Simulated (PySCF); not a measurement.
# SnN₂H₆: NMR shieldings, spin-spin couplings, relativistic core levels, part 2 of 2

PySCF 2.14.0. Atoms count from 0. Earlier steps stand in the parts before.

## 7. NMR shieldings: PBE0/pcJ-1 Sn:dyall-v2z, non-relativistic

Job settings and geometry (Å):

```
{"job": {"kind": "hnmr", "xc": "PBE0", "basis": {"default": "pcJ-1", "Sn": "dyall-v2z"}, "rel": "nr"}, "charge": 0, "multiplicity": 1}
N     -1.728683     0.055890    -0.074100
N     -0.566905    -0.685802    -0.310655
Sn     1.295193     0.045736     0.131685
H     -1.642421     1.041790    -0.329011
H     -1.975077     0.010811     0.913202
H     -0.654125    -1.219640    -1.169611
H      2.448368    -1.091850    -0.423562
H      1.537950     1.587091    -0.606409
H      1.342597     0.238004     1.834977
```

Level: PBE0/pcJ-1 Sn:dyall-v2z GIAO NMR shielding, non-relativistic, Gaussian nuclei, gas phase.

Log:

```text
non-relativistic SCF
coarse grid: 33104 points
cycle   1  E = -6137.7281231146  dE = -1.723e+02  |g| = 7.051e+00  |ddm| = 2.976e+00
cycle   2  E = -6137.7394736957  dE = -1.135e-02  |g| = 2.270e+00  |ddm| = 1.217e+00
cycle   3  E = -6137.7990964527  dE = -5.962e-02  |g| = 1.211e+00  |ddm| = 1.357e+00
cycle   4  E = -6137.9234381441  dE = -1.243e-01  |g| = 2.779e-01  |ddm| = 8.168e-01
cycle   5  E = -6137.9381982300  dE = -1.476e-02  |g| = 7.703e-02  |ddm| = 2.745e-01
cycle   6  E = -6137.9391984945  dE = -1.000e-03  |g| = 9.131e-03  |ddm| = 5.761e-02
cycle   7  E = -6137.9392086511  dE = -1.016e-05  |g| = 4.788e-03  |ddm| = 9.780e-03
cycle   8  E = -6137.9392130082  dE = -4.357e-06  |g| = 4.053e-04  |ddm| = 2.985e-03
final grid: 68264 points
cycle   9  E = -6137.9393503972  dE = -1.951e-08  |g| = 6.450e-04  |ddm| = 9.885e-04
cycle  10  E = -6137.9393503629  dE =  3.429e-08  |g| = 7.844e-04  |ddm| = 8.451e-04
cycle  11  E = -6137.9393504368  dE = -7.395e-08  |g| = 9.860e-05  |ddm| = 5.048e-04
cycle  12  E = -6137.9393504381  dE = -1.219e-09  |g| = 7.059e-05  |ddm| = 1.322e-04
converged SCF energy = -6137.9393504381
check of the scalar solution
cycle   1  E = -6137.9393504380  dE = -6.138e+03  |FDS-SDF| = 7.059e-05
cycle   2  E = -6137.9393504374  dE =  6.485e-10  |FDS-SDF| = 9.160e-05
cycle   3  E = -6137.9393504389  dE = -1.529e-09  |FDS-SDF| = 8.364e-06
converged, E = -6137.9393504389

Field gradients (au) and densities at the nuclei (bohr^-3)
atom        Vxx        Vyy        Vzz        centre      nuclear mean
  0 N      0.3613     0.9678    -1.3291        203.028        203.022
  1 N      0.2955     1.0112    -1.3067        202.924        202.917
  2 Sn    -0.4696    -0.5677     1.0374      87230.876      86940.892
  3 H     -0.1465    -0.2195     0.3660          0.482          0.482
  4 H     -0.1511    -0.2231     0.3742          0.482          0.482
  5 H     -0.1525    -0.2384     0.3909          0.478          0.478
  6 H     -0.0581    -0.0601     0.1181          0.398          0.398
  7 H     -0.0555    -0.0574     0.1128          0.397          0.397
  8 H     -0.0576    -0.0601     0.1176          0.399          0.399

Core orbital energies (eV)
atom   shell        mean    spread
  2 Sn 1s       -28060.215   0.000
  2 Sn 2s        -4162.691   0.000
  2 Sn 3s         -810.137   0.000
  2 Sn 4s         -130.604   0.000
  2 Sn 5s          -15.520   0.000
  2 Sn 2p        -3891.631   0.005
  2 Sn 3p         -697.934   0.017
  2 Sn 4p          -92.751   0.038
  2 Sn 3d         -490.472   0.015
  2 Sn 4d          -29.949   0.180

Shielding tensors (ppm)
atom      isotropic    diamagn.    paramagn.     s11        s22        s33       span
  0 N       191.65      315.07     -123.43     137.33     177.86     259.76     122.43
  1 N       229.12      317.61      -88.49     161.51     209.88     315.97     154.46
  2 Sn     2865.22     5090.26    -2225.04    2647.90    2859.78    3087.99     440.09
  3 H        29.18       30.31       -1.13      21.52      28.12      37.89      16.37
  4 H        28.85       30.23       -1.38      22.02      26.58      37.94      15.93
  5 H        29.67       30.98       -1.32      19.19      28.99      40.82      21.63
  6 H        26.81       27.98       -1.17      18.86      19.94      41.65      22.79
  7 H        26.79       28.06       -1.28      18.84      20.30      41.22      22.38
  8 H        26.94       28.26       -1.32      18.98      20.49      41.36      22.38
```

Wall time 28 s (1 thread of Arm Neoverse V2, shared host); peak memory 1.1 GiB.

## 8. Spin-spin couplings: PBE0/pcJ-1 Sn:dyall-v2z, non-relativistic

Settings changed since step 7:

```diff
@@ -1,2 +1,2 @@
-{"job": {"kind": "hnmr", "xc": "PBE0", "basis": {"default": "pcJ-1", "Sn": "dyall-v2z"}, "rel": "nr"}, "charge": 0, "multiplicity": 1}
+{"job": {"kind": "hj", "xc": "PBE0", "basis": {"default": "pcJ-1", "Sn": "dyall-v2z"}, "rel": "nr", "atoms": [2]}, "charge": 0, "multiplicity": 1}
 N     -1.728683     0.055890    -0.074100
```

With the program's defaults for keys left out, this is: PBE0/pcJ-1 Sn:dyall-v2z indirect spin-spin coupling, non-relativistic, Gaussian nuclei, gas phase.

Log:

```text
non-relativistic SCF
coarse grid: 33104 points
cycle   1  E = -6137.7281231146  dE = -1.723e+02  |g| = 7.051e+00  |ddm| = 2.976e+00
cycle   2  E = -6137.7394736957  dE = -1.135e-02  |g| = 2.270e+00  |ddm| = 1.217e+00
cycle   3  E = -6137.7990964527  dE = -5.962e-02  |g| = 1.211e+00  |ddm| = 1.357e+00
cycle   4  E = -6137.9234381441  dE = -1.243e-01  |g| = 2.779e-01  |ddm| = 8.168e-01
cycle   5  E = -6137.9381982300  dE = -1.476e-02  |g| = 7.703e-02  |ddm| = 2.745e-01
cycle   6  E = -6137.9391984945  dE = -1.000e-03  |g| = 9.131e-03  |ddm| = 5.761e-02
cycle   7  E = -6137.9392086511  dE = -1.016e-05  |g| = 4.788e-03  |ddm| = 9.780e-03
cycle   8  E = -6137.9392130082  dE = -4.357e-06  |g| = 4.053e-04  |ddm| = 2.985e-03
final grid: 68264 points
cycle   9  E = -6137.9393503972  dE = -1.951e-08  |g| = 6.450e-04  |ddm| = 9.885e-04
cycle  10  E = -6137.9393503629  dE =  3.429e-08  |g| = 7.844e-04  |ddm| = 8.451e-04
cycle  11  E = -6137.9393504368  dE = -7.395e-08  |g| = 9.860e-05  |ddm| = 5.048e-04
cycle  12  E = -6137.9393504381  dE = -1.219e-09  |g| = 7.059e-05  |ddm| = 1.322e-04
converged SCF energy = -6137.9393504381
two-component SCF
cycle   1  E = -6137.9393504380  dE = -6.138e+03  |FDS-SDF| = 7.059e-05
cycle   2  E = -6137.9393504375  dE =  5.903e-10  |FDS-SDF| = 9.160e-05
cycle   3  E = -6137.9393504389  dE = -1.470e-09  |FDS-SDF| = 8.361e-06
converged, E = -6137.9393504389

Indirect spin-spin couplings
  i        j     bonds      J/Hz   K/1e19 T2/J   anisotropy/Hz
  2 119Sn   0  15N    2      -30.44      -66.64        58.1
  2 119Sn   1  15N    1       19.20       42.04       301.0
  2 119Sn   3   1H    3      -31.16        6.92       -25.5
  2 119Sn   4   1H    3       16.27       -3.61       -22.7
  2 119Sn   5   1H    2     -111.86       24.83        50.9
  2 119Sn   6   1H    1    -1503.73      333.84      -303.4
  2 119Sn   7   1H    1    -1397.16      310.18      -291.0
  2 119Sn   8   1H    1    -1569.07      348.35      -288.4
```

Wall time 57 s (1 thread of Arm Neoverse V2, shared host); peak memory 0.86 GiB.

## 9. Shieldings side by side

```tsv
run	Sn2	N1	N0	H6	H7	H8	H5	time
step 3, PBE0/pcJ-1 Sn:dyall-v2z, spin–orbit	3686.5	226.1	192.2	25.1	25.4	25.6	29.2	93 s
step 6, PBE0/pcJ-1 Sn:dyall-v2z, spin-free	2847.2	219.2	189.4	26.3	26.4	26.5	29.4	30 s
step 7, PBE0/pcJ-1 Sn:dyall-v2z, non-relativistic	2865.2	229.1	191.6	26.8	26.8	26.9	29.7	28 s
```

## 10. Summary of results

This closing draws on all 2 parts.

```
                                                                     quantity                                      value
                                                                  point group                                         C1
                                         rotational constants (main isotopes)                      25.90, 2.92, 2.79 GHz
energy from spin-orbit coupling (step 3, PBE0/pcJ-1 Sn:dyall-v2z, spin–orbit)                                 -0.8362 Eh
                     shieldings (step 3, PBE0/pcJ-1 Sn:dyall-v2z, spin–orbit)         N0 192.2, N1 226.1, Sn2 3686.5 ppm
energy from spin-orbit coupling (step 4, PBE0/pcJ-1 Sn:dyall-v2z, spin–orbit)                                 -0.8362 Eh
       largest reduced coupling (step 4, PBE0/pcJ-1 Sn:dyall-v2z, spin–orbit)  Sn2–H8: J = -2058.2 Hz, K = 457·10¹⁹ T²/J
       Sn2 3d5/2 binding energy (step 5, PBE0/pcJ-1 Sn:dyall-v2z, spin–orbit)                   490.4 eV, 3d3/2 499.1 eV
energy from spin-orbit coupling (step 5, PBE0/pcJ-1 Sn:dyall-v2z, spin–orbit)                                 -0.8362 Eh
                      shieldings (step 6, PBE0/pcJ-1 Sn:dyall-v2z, spin-free)         N0 189.4, N1 219.2, Sn2 2847.2 ppm
               shieldings (step 7, PBE0/pcJ-1 Sn:dyall-v2z, non-relativistic)         N0 191.6, N1 229.1, Sn2 2865.2 ppm
 largest reduced coupling (step 8, PBE0/pcJ-1 Sn:dyall-v2z, non-relativistic)  Sn2–H8: J = -1569.1 Hz, K = 348·10¹⁹ T²/J
```

**Reading.** Relaxing lowered the energy by 0.107 eV in 7 steps; the close pair that moved most is Sn2–H6, from 1.682 to 1.712 Å. In step 3, Sn2 has the widest tensor, 462 ppm. Couplings to heavy atoms from non-relativistic runs lack large relativistic terms. Sn2 moves most between the runs, by 839 ppm; the labels say what changes from run to run.
